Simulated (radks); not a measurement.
# Ionising gallium step by step, Ga to Ga⁵⁺

The task here is to estimate one member of a computed series from the others.

Program: radks (a radial shooting solver on a logarithmic mesh, Libxc functionals) version 1. Level of theory: Dirac Kohn-Sham, BLYP, spin-unpolarised, spherical densities, finite nucleus; open shells are shared between the two j in proportion to 2j + 1. These are calculated values, not measurements, unless marked.

### The system

```
element             : gallium (Z = 31)
charges             : 0 to 5
first configuration : [Ar] 3d10 4s2 4p1
last configuration  : [Ar] 3d8
```

Outer shells as boxes (Hund's rule):

Ga
```
[Ar] core
3d [↑↓][↑↓][↑↓][↑↓][↑↓]
4s [↑↓]
4p [↑ ][  ][  ]
```

Ga⁵⁺
```
[Ar] core
3d [↑↓][↑↓][↑↓][↑ ][↑ ]
```

Set-up of the first run:

The run's settings:

```text
Z 31
configuration [Ar] 3d10 4s2 4p1
relativity Dirac
functional b88,lyp
spin unpolarised
j_filling average
nucleus finite rms 3.9973 fm
c 137.035999084
```

Steps of the session up to this table: Ga, [Ar] 3d10 4s2 4p1; Ga⁺, [Ar] 3d10 4s2; Ga²⁺, [Ar] 3d10 4s1; Ga³⁺, [Ar] 3d10; Ga⁴⁺, [Ar] 3d9; Ga⁵⁺, [Ar] 3d8.

One of the session's tables, all rows but one given; the rest of the session is left out.

| species | Δ-SCF (eV) | −ε(HOMO) (eV) |
| --- | --- | --- |
| Ga | 5.670 | 2.476 |
| Ga⁺ | ? | ? |
| Ga²⁺ | 31.545 | 26.258 |
| Ga³⁺ | 63.849 | 52.282 |
| Ga⁴⁺ | 88.290 | 75.457 |

Q: Estimate the row for Ga⁺ from the others.

The run gave: Δ-SCF (eV): 21.239; −ε(HOMO) (eV): 16.366. In the column «Δ-SCF (eV)» it lies between Ga (5.670) and Ga²⁺ (31.545).

Limits of these values: Spin polarisation and multiplet splitting are left out, so open shells lie too high by an amount that depends on their filling.
